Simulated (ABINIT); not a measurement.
LiCaF3:

```
Ca F Li
1.0
     3.76124    0.00000    0.00000
     0.00000    3.76124    0.00000
     0.00000    0.00000    3.76124
Ca F Li
1 3 1
Cartesian
  0.0000 0.0000 0.0000
  1.8806 0.0000 1.8806
  1.8806 1.8806 0.0000
  0.0000 1.8806 1.8806
  1.8806 1.8806 1.8806
```

The cell comes from a database or a generator and needn't be the stable form of this composition.

- Program: ABINIT 10.8.3 (patched build)
- Task: single point
- Functional: PBE
- Potentials or basis: JTH PAW PBE v2.0
- Cutoff: 626 eV
- k mesh: 7 × 7 × 7
- Occupations: fermi-dirac, width 0.05 eV
- Spin: no spin polarisation

On this cell: pressure -0.1 GPa; largest force zero by symmetry; band gap on the k mesh 6.53 eV, indirect (least direct gap 6.60 eV).

The same run follows on a disturbed copy (atoms moved at random, drawn with an rms of 0.05 Å):

```xyz
5
Lattice="3.7612 0.0000 0.0000 0.0000 3.7612 0.0000 0.0000 0.0000 3.7612" Properties=species:S:1:pos:R:3 pbc="T T T"
Ca    0.0417    0.0486   -0.0025
F     1.8903    0.0222    1.8762
F     1.8691    1.8535    0.0292
F     0.0681    1.8500    1.8898
Li    1.9330    1.8657    1.8913
```

Task: What changes?

Result: The energy moves by +5.1 meV/atom; pressure 0.1 GPa; largest force 0.516 eV/Å; band gap on the k mesh 6.54 eV, indirect (least direct gap 6.61 eV).

Forces on the atoms (eV/Å):
```
Ca   0.114  0.064  0.026
F    0.179 -0.437  0.099
F    0.210  0.085 -0.249
F   -0.502  0.089  0.078
Li  -0.001  0.200  0.046
```

Stress tensor (GPa, compression positive):
```
 0.00 -0.05 -0.02
-0.05  0.24 -0.06
-0.02 -0.06  0.04
```

Caveats: an odd mesh through Γ misses points on the zone boundary, where band edges often lie.
